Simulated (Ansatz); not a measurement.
**CaZn2Ge2: compression at zero temperature**

How does CaZn2Ge2 compress? Cell and atoms are relaxed at 6 pressures between -2 and 40 GPa.

Computed with Ansatz 0.2.0 (DFT PBEsol, scalar-relativistic, plane waves, PAW, unless a step's input says otherwise).

## (1) The structure to begin with

The structure is tetragonal, space group I4/mmm (No. 139). Conventional cell: a = 4.210 Å, b = 4.210 Å, c = 10.850 Å, α = 90.00°, β = 90.00°, γ = 90.00°. Around Ca (site symmetry 4/mmm) lie 8 Ge at 3.22 Å and 8 Zn at 3.43 Å. Zn (site symmetry -4m2) is surrounded by 4 Ge at 2.57 Å. Around Ge (site symmetry 4mm) lie 1 Ge at 2.47 Å and 4 Zn at 2.57 Å.

As a file:

```
Ca Zn Ge
1.0
    -2.10500    2.10500    5.42500
     2.10500   -2.10500    5.42500
     2.10500    2.10500   -5.42500
Ca Zn Ge
1 2 2
Cartesian
  0.0000 0.0000 0.0000
  0.0000 2.1050 2.7125
  2.1050 0.0000 2.7125
  0.0000 0.0000 4.1881
  0.0000 0.0000 6.6619
```

The structure comes from the Crystallography Open Database.

(A quick probe on a coarse mesh, which set the mesh and smearing, is not shown.)

## (3) Relaxing cell and atoms

File input.yaml:

```yaml
crystal:
  lattice:
    - [-2.105, 2.105, 5.425]
    - [2.105, -2.105, 5.425]
    - [2.105, 2.105, -5.425]
  atoms:
    - { symbol: Ca, position: [0.0, 0.0, 0.0] }
    - { symbol: Zn, position: [0.75, 0.25, 0.5] }
    - { symbol: Zn, position: [0.25, 0.75, 0.5] }
    - { symbol: Ge, position: [0.386, 0.386, 0.0] }
    - { symbol: Ge, position: [0.614, 0.614, 0.0] }
basis:
  ecutwfc: 420
kpoints:
  mp_grid: { grid: [12, 12, 12] }
hamiltonian:
  xc: pbesol
scf:
  occupations: { method: gaussian, width: 0.1 }
output:
  forces: true
  stress: true
  eigenvalues: true
  write_density: true
  write_potential: true
  elf: true
  volumetric_format: npy
relax:
  adjacent_minimum: "off"
  f_tol: 0.005
  max_steps: 80
  cell: { stress_tol: 0.05 }
```

Command:

```sh
ansatz run input.yaml --threads 1 --pin off --max-ram 2560MiB --backend cpu --events-out ev --progress --plain --runs-dir out
```

The session goes on with these runs: -2 GPa; 2 GPa; target pressure 5 GPa; target pressure 10 GPa; 20 GPa; target pressure 40 GPa.

Before running it: what results should come out? Wanted: relaxed cell; volume; formation energy; bulk modulus B0; B0'.

As calculated:

```
                                                               quantity                                                                       value
                                            relaxed cell (conventional)  a = 4.210 Å, b = 4.210 Å, c = 10.628 Å, α = 90.00°, β = 90.00°, γ = 90.00°
                                                   space group (0.01 Å)                                                            I4/mmm (No. 139)
                                                                 volume                                                               18.83 Å³/atom
formation energy (elements from runs with the same settings, not shown)                                                               -0.35 eV/atom
                                                       volume at 40 GPa                                                 13.85 Å³/atom, V/V0 = 0.736
                          bulk modulus B0 (third-order Birch-Murnaghan)                                                                      66 GPa
                                                                    B0'                                                                         4.4
```

The relaxed volume is 2.1 % smaller than at the start. The start is a reported cell, which holds thermal expansion that this zero-temperature run lacks. Up to 40 GPa the volume falls by 26.4 %. A third-order Birch-Murnaghan curve fits the points with B0 = 66 GPa. Other structures may take over in this range; these runs cannot find them.
